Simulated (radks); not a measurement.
# Ionisation of Ni³⁺: one atom, several choices of relativity

An exercise on one series of results from a longer session: the logs are not shown, and one member is left open.

The numbers are computed with radks (a radial shooting solver on a logarithmic mesh, Libxc functionals) version 1 (Kohn-Sham, PBE, spin-unpolarised, spherical densities), except any that are marked as measured or tabulated.

## The system

- element: nickel (Z = 28)
- charge: +3
- electrons: 25
- configuration: [Ar] 3d7
- ion: Ni⁴⁺, [Ar] 3d6
- choices: non-relativistic; scalar-relativistic; Dirac, 2j+1 shares; Dirac, low j first; scalar-relativistic, finite nucleus; Dirac, 2j+1 shares, finite nucleus; Dirac, c × 3; Dirac, c × 100; Dirac, c × 1.5

The first run:

Settings of this run:

```text
Z 28
configuration [Ar] 3d7 4s0 4p0
relativity non-relativistic
functional pbe,pbe
spin unpolarised
nucleus point
```

Among the steps run: non-relativistic: Ni³⁺.

One of the session's tables, all rows but one given; the rest of the session is left out.

It belongs to the step «non-relativistic: Ni³⁺». Radial moments (bohr):

```
level      <r>  outermost maximum (interpolated)  90 % within  nodes
   1s  0.05483                            0.0361       0.0977      0
   2s   0.2483                             0.208        0.384      1
   2p   0.2166                             0.166        0.354      0
   3s   0.7447                             0.646         1.11      2
   3p   0.7730                             0.648         1.19      1
   3d        ?                                 ?            ?      ?
   4s    2.147                              1.91         3.12      3
   4p    2.455                              2.17         3.59      2
```

Estimate the missing values for 3d.

The run gave: <r>: 0.8924; outermost maximum (interpolated): 0.618; 90 % within: 1.51; nodes: 0. In the column «<r>» it lies between 3p (0.7730) and 4s (2.147).

Limits of these values: Spin polarisation and multiplet splitting of open shells are left out at every level.
